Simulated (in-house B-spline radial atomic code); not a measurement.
# P⁵⁺: excited configurations

Wanted: excitation energies of P⁵⁺ as differences of total energies (ΔSCF).

Method: scalar-relativistic (spin-free one-electron X2C) r2SCAN, spin-polarised, spherical fractional occupations, Fermi nucleus, basis-set limit. Code: in-house B-spline radial atomic code version 1.

### 1 The system

```
element       : phosphorus (Z = 15)
charge        : +5
electrons     : 10
configuration : [He] 2s2 2p6
Hamiltonian   : scalar-relativistic (X2C)
nucleus       : Fermi, rms radius 3.189 fm
```

The outer shells:

[He] 2s2 2p6
```
[He] core
2s [↑↓]
2p [↑↓][↑↓][↑↓]
```

Where spins are not typed, each open shell is filled with up spins first.

### 2 The base configuration

The run's settings:

```ini
Z = 15
electrons = 10.0
configuration = [He] 2s2 2p6
hamiltonian = x2c
method = r2scan
spin_polarised = True
nucleus = fermi
rms_radius = 3.1889
mass_number = 31
atomic_mass = 30.97376199768
speed_of_light = 137.035999084
```

### 3 [He] 2s1 2p6 3s1

The settings differ from step 2 so:

```diff
@@ -2,3 +2,3 @@
 electrons = 10.0
-configuration = [He] 2s2 2p6
+configuration = [He] 2s1 2p6 3s1
 hamiltonian = x2c
```

### 4 Run with [He] 2s1 2p6 3p1

The settings differ from step 3 so:

```diff
@@ -2,3 +2,3 @@
 electrons = 10.0
-configuration = [He] 2s1 2p6 3s1
+configuration = [He] 2s1 2p6 3p1
 hamiltonian = x2c
```

### 5 Configuration [He] 2s2 2p5 3s1

The settings differ from step 4 so:

```diff
@@ -2,3 +2,3 @@
 electrons = 10.0
-configuration = [He] 2s1 2p6 3p1
+configuration = [He] 2s2 2p5 3s1
 hamiltonian = x2c
```

### 6 Configuration [He] 2s1 2p6 3d1

The settings differ from step 5 so:

```diff
@@ -2,3 +2,3 @@
 electrons = 10.0
-configuration = [He] 2s2 2p5 3s1
+configuration = [He] 2s1 2p6 3d1
 hamiltonian = x2c
```

### 7 Run with [He] 2s2 2p5 3d1

The settings differ from step 6 so:

```diff
@@ -2,3 +2,3 @@
 electrons = 10.0
-configuration = [He] 2s1 2p6 3d1
+configuration = [He] 2s2 2p5 3d1
 hamiltonian = x2c
```

How far above the reference does each configuration lie (order and size, in eV)?

As calculated:

| net move | configuration | 2|M_S|+1 | energy above the reference (eV) | largest <r> (bohr) |
| --- | --- | --- | --- | --- |
| 2p → 3s | [He] 2s2 2p5 3s1 | 3 | 137.45 | 1.46 |
| 2p → 3d | [He] 2s2 2p5 3d1 | 3 | 165.87 | 1.61 |
| 2s → 3s | [He] 2s1 2p6 3s1 | 3 | 187.50 | 1.47 |
| 2s → 3p | [He] 2s1 2p6 3p1 | 3 | 199.87 | 1.55 |
| 2s → 3d | [He] 2s1 2p6 3d1 | 3 | 215.75 | 1.61 |

The lowest of them is 2p → 3s at 137.45 eV and the highest 2s → 3d at 215.75 eV. The reference has 2|M_S|+1 = 1; 5 of the configurations differ from it in spin. These are spherical averages at the typed spins, not spectroscopic levels.
